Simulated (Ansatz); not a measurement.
# Co (Co, omega (AlB2-type)): the cost of one run

Method: DFT LDA (PW92), plane waves (420 eV) with PAW, scalar-relativistic; the PAW data stem from PBE, with regenerated cores, in Ansatz 0.2.0.

### 1 The structure to begin with

The structure is hexagonal, space group P6/mmm (No. 191). The conventional cell has a = 3.970 Å, b = 3.970 Å, c = 2.434 Å, α = 90.00°, β = 90.00°, γ = 120.00°. Co (site symmetry 6/mmm) has 14 Co at 2.43 to 2.60 Å as nearest neighbours. Co (site symmetry -6m2) has 11 Co at 2.29 to 2.60 Å as nearest neighbours.

Coordinates:

```
Co
1.0
     3.97014    0.00000    0.00000
    -1.98507    3.43825    0.00000
     0.00000    0.00000    2.43370
Co
3
Direct
  0.00000 0.00000 0.00000
  0.33333 0.66667 0.50000
  0.66667 0.33333 0.50000
```

### 2 Relaxing cell and atoms

Input file input.yaml:

```yaml
crystal:
  lattice:
    - [3.9701439143, 0.0, 0.0]
    - [-1.9850719572, 3.4382454865, 0.0]
    - [0.0, 0.0, 2.4336982195]
  atoms:
    - { symbol: Co, position: [0.0, 0.0, 0.0] }
    - { symbol: Co, position: [0.3333333333, 0.6666666667, 0.5] }
    - { symbol: Co, position: [0.6666666667, 0.3333333333, 0.5] }
hamiltonian:
  xc: lda
  pseudopotentials:
    kind: paw
    azcp:
      Co: "pseudopotentials/Co.paw.azcp"
basis:
  ecutwfc: 420
  fft_grid_basis: typed
kpoints:
  mp_grid: { grid: [9, 9, 13], shift: [0, 0, 0] }
magnetization:
  spin_polarized: false
scf:
  occupations: { method: fermi_dirac, width: 0.1 }
relax:
  max_steps: 60
  f_tol: 0.01
  cell: {}
```

What time and memory should one allow on 2 threads of Arm Neoverse V2, shared host?

About 12 s, with a peak of 0.35 GiB.
